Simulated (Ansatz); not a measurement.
Run this with Ansatz 0.2.0 through its Python package and show what comes out.

The script, `disp_ch4clfssn.py`:
```python
import ansatz as az


def main() -> None:
    ch4clfssn = (
        az.Crystal.molecule()
        .atom('F', [-1.2689, 1.2858, 1.0611])
        .atom('C', [0.0046, 0.9535, 0.9447])
        .atom('Sn', [0.2514, -0.2017, -0.8491])
        .atom('S', [-1.0349, -2.1619, -0.7287])
        .atom('Cl', [-0.3199, 1.0794, -2.7273])
        .atom('H', [0.6463, 1.8783, 0.8974])
        .atom('H', [0.3182, 0.3504, 1.8329])
        .atom('H', [2.002, -0.6627, -0.9724])
        .atom('H', [-0.5104, -2.5674, 0.5242])
    )

    setup = ch4clfssn.calculation().basis(gaussian='def2-SVP')
    for name in ['b3lyp', 'r2scan']:
        for correction in ('d3bj', 'd4'):
            r = setup.functional(name, dispersion=correction).run(threads=1).report
            print(f'{name:8s} {correction:5s} total {r["free_energy_ev"]:.5f} eV, of which dispersion {1000 * r["dispersion"]["energy"]["ev"]:.2f} meV')


if __name__ == '__main__':
    main()
```

Output of `python disp_ch4clfssn.py`:
```text
b3lyp    d3bj  total -33002.29126 eV, of which dispersion -443.97 meV
b3lyp    d4    total -33002.24352 eV, of which dispersion -396.23 meV
DeckWarning: the engine holds no damping parameters fitted to this dispersion correction and functional, so the run takes those fitted to r2scan beside the three-body term, which d3bj leaves out (hamiltonian.dispersion, under Limitations)
r2scan   d3bj  total -32998.05029 eV, of which dispersion -69.64 meV
r2scan   d4    total -32998.04055 eV, of which dispersion -59.90 meV
```
(Warnings from the package without file and line.)

Total energies depend on the basis set; only differences at equal settings carry meaning. The geometry is a force-field or estimated start, not a minimum of this method, and the basis set is short of its limit. D4 holds the three-body term, and d3bj doesn't. def2 sets replace the cores of elements past krypton by effective core potentials. b3lyp holds the VWN-RPA fit, as in Gaussian; the form of ORCA and Turbomole is b3lyp5. A dispersion term here runs with damping parameters fitted for another variant or functional. Finished in 26 s on 1 thread of Arm Neoverse V1, with other jobs on the host, peak memory 0.31 GiB.
